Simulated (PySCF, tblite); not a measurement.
# AlH₅O₆Si, a small molecule taken as a stand-in for a surface group (hydroxylated Si): NMR shifts, core binding energies and electronic excitations

What NMR shifts, core binding energies and electronic excitations should one expect for `[OH][Al]([OH])[O][Si](O)(O)O`?

Computed with tblite 0.8.0 and PySCF 2.14.0; each step states its level. No surroundings beyond the atoms listed, unless a continuum is named. Atoms count from 0, parts from 1.

## (1) The system as given

13 atoms, charge 0, multiplicity 1; geometry: distance geometry start.

## (2) Relaxing the cluster with GFN2-xTB

What the job is given:

```
{"job": {"kind": "relax", "xc": "GFN2-xTB", "basis": "xTB"}, "charge": 0, "multiplicity": 1}
O      1.383382     0.600044     1.516758
Si     0.082063     1.711924     1.014519
O      0.707640     3.368755     0.982957
O     -1.218176     1.603772     2.197964
O     -0.519270     1.244520    -0.580864
Al     0.063046    -0.237425    -1.560245
O      0.200301    -1.810847    -0.601532
O      1.375859     0.091694    -2.808015
H      2.320612     0.744694     1.317855
H      1.595720     3.604728     0.719876
H     -2.178750     1.465791     1.983358
H      0.055805    -1.925367     0.323698
H      2.131264     0.694461    -2.712272
```

With the program's defaults for keys left out, this is: GFN2-xTB geometry optimisation, gas phase.

The run is started by

```console
> OMP_NUM_THREADS=1 python cluster_run.py task.json out
```

This one command runs all jobs of the session in turn.

**Question.** The jobs that follow are: PBE0-D3(BJ)/def2-SVP geometry optimisation, gas phase; GIAO PBE0/pcSseg-1 NMR shielding, non-relativistic, gas phase; delta-SCF UKS SCAN, pcX-2 on the ionised atom, pcseg-1 elsewhere, spin-free X2C; TDDFT CAM-B3LYP/def2-SVPD, vertical, gas phase, core orbitals frozen in the response. Predict: point group; rotational constants (main isotopes); 1H shifts against TMS (PBE0/pcSseg-1); 17O shifts against H2O (PBE0/pcSseg-1); 29Si shifts against TMS (PBE0/pcSseg-1); 27Al shifts against AlH4- (PBE0/pcSseg-1); surface potential, 1st and 99th percentile; O1s binding energies, SCAN/pcX-2 (standing for 4 of 6 atoms); Si2p binding energies, SCAN/pcX-2; lowest singlet (CAM-B3LYP/def2-SVPD); brightest single state of those computed; lowest triplet; vertical ionisation energy (ΔSCF); vertical electron affinity (ΔSCF).

As calculated:

| quantity | value |
| --- | --- |
| point group | C1 |
| rotational constants (main isotopes) | 2.69, 1.03, 0.88 GHz |
| 1H shifts against TMS (PBE0/pcSseg-1) | 2.95, 2.34, 2.20, 0.76, 0.68 ppm |
| 17O shifts against H2O (PBE0/pcSseg-1) | 92.1, 64.0, 52.7, 43.4, 5.3, 2.9 ppm |
| 29Si shifts against TMS (PBE0/pcSseg-1) | -67.2 ppm |
| 27Al shifts against AlH4- (PBE0/pcSseg-1) | -7.1 ppm |
| surface potential, 1st and 99th percentile | -1.78 V and 2.95 V |
| O1s binding energies, SCAN/pcX-2 (standing for 4 of 6 atoms) | O0 540.21, O3 539.50, O2 539.45, O4 537.47 eV |
| Si2p binding energies, SCAN/pcX-2 | Si1 109.39 eV |
| lowest singlet (CAM-B3LYP/def2-SVPD) | 7.09 eV (175 nm), f = 0.007 |
| brightest single state of those computed | state 3, 7.65 eV, f = 0.071 |
| lowest triplet | 6.83 eV |
| vertical ionisation energy (ΔSCF) | 10.96 eV |
| vertical electron affinity (ΔSCF) | -0.50 eV (unbound: the value hangs on the basis) |

In words: On relaxing, metal atoms bound new neighbours (O0–Al5). The optimisation took 17 steps and gained 0.388 eV; among the close pairs (by a distance rule), Si1–Al5 changed most, from 2.544 to 2.622 Å (PBE0/def2-SVP). No frequency check was run at this level, so the end point may be a saddle. At PBE0/pcSseg-1: The widest tensor belongs to Al5: span 141 ppm, with a paramagnetic part of -301 ppm. O0 (oxygen bonded to Al, Si, H) binds its O1s electron 2.74 eV more tightly than O4 (oxygen bonded to Al, Si). Only 4 of the 6 O atoms are covered by sound results. The lowest singlet, at 7.09 eV, is HOMO→LUMO 0.68, HOMO→LUMO+1 0.20 and is weak; of the 6 states computed, the strongest absorption comes from state 3 at 7.65 eV. The lowest triplet lies 0.26 eV below the lowest singlet (triplets in Tamm-Dancoff, singlets in full TDDFT). ΔSCF puts the ionisation energy at 10.96 eV, 0.97 eV above −ε(HOMO). A capped cluster stands for the solid here, so long-range fields and strain are missing, and bands or shifts of the capping hydrogens have no counterpart in it.
